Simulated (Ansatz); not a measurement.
This script drives Ansatz's Python interface.

Script `ch6osi2_torsion.py`:
```python
import ansatz as az
from ase import Atoms

atoms = Atoms(["O", "C", "Si", "Si", "H", "H", "H", "H", "H", "H"], positions=[
    [-1.2365, -0.6337, -2.0515],
    [-1.2356, 0.3905, -1.338],
    [0.3055, 0.7492, -0.4146],
    [0.6292, -0.8655, 1.2049],
    [-2.0665, 1.0881, -1.2178],
    [0.2491, 2.1017, 0.2542],
    [1.5675, 0.7954, -1.2804],
    [1.7625, -0.5631, 2.0753],
    [0.7588, -2.2133, 0.6693],
    [-0.6509, -0.9005, 2.1016],
])

first = (
    az.Crystal.molecule_from_ase(atoms).calculation()
    .basis(gaussian="def2-SVP")
    .functional("pbe0", dispersion="d4")
    .relax(force_tolerance=0.02, max_steps=80)
)
atoms.positions = first.run(threads=1, pin="off").report["positions_ang"]

start = atoms.get_dihedral(3, 2, 1, 0)
energies = {}
for turn in range(0, 360, 30):
    turned = atoms.copy()
    turned.set_dihedral(3, 2, 1, 0, start + turn, indices=[0, 1, 4])
    setup = (
        az.Crystal.molecule_from_ase(turned).calculation()
        .basis(gaussian="def2-SVP")
        .functional("pbe0", dispersion="d4")
    )
    energies[round((start + turn) % 360)] = setup.run(threads=1, pin="off").report["free_energy_ev"]
floor = min(energies.values())
print("dihedral Si3-Si2-C1-O0 (deg)   E - E(min) (eV)")
for angle, e in sorted(energies.items()):
    print(f"{angle:8d} {(e - floor):14.3f}  " + "#" * int(30 * (e - floor) / max(max(energies.values()) - floor, 1e-9)))
```

It is started by `python ch6osi2_torsion.py`. How long does it take on 1 thread of AMD EPYC 7B13 (Zen 3), on a shared host, and how much memory does it need?

It took about 57 s, with a peak of 0.27 GiB, for 13 runs of the engine.

```console
$ python ch6osi2_torsion.py
dihedral Si3-Si2-C1-O0 (deg)   E - E(min) (eV)
       9          0.000
      39          0.018  ######
      69          0.019  #######
      99          0.022  ########
     129          0.048  ##################
     159          0.074  ###########################
     189          0.079  ##############################
     219          0.059  ######################
     249          0.027  ##########
     279          0.012  ####
     309          0.017  ######
     339          0.007  ##
```

The scan is rigid and the energies are electronic, in a modest basis. With rigid groups the curve can differ much from the relaxed path, the start wasn't checked as a minimum of this torsion, and equivalent turns needn't return to the same energy.
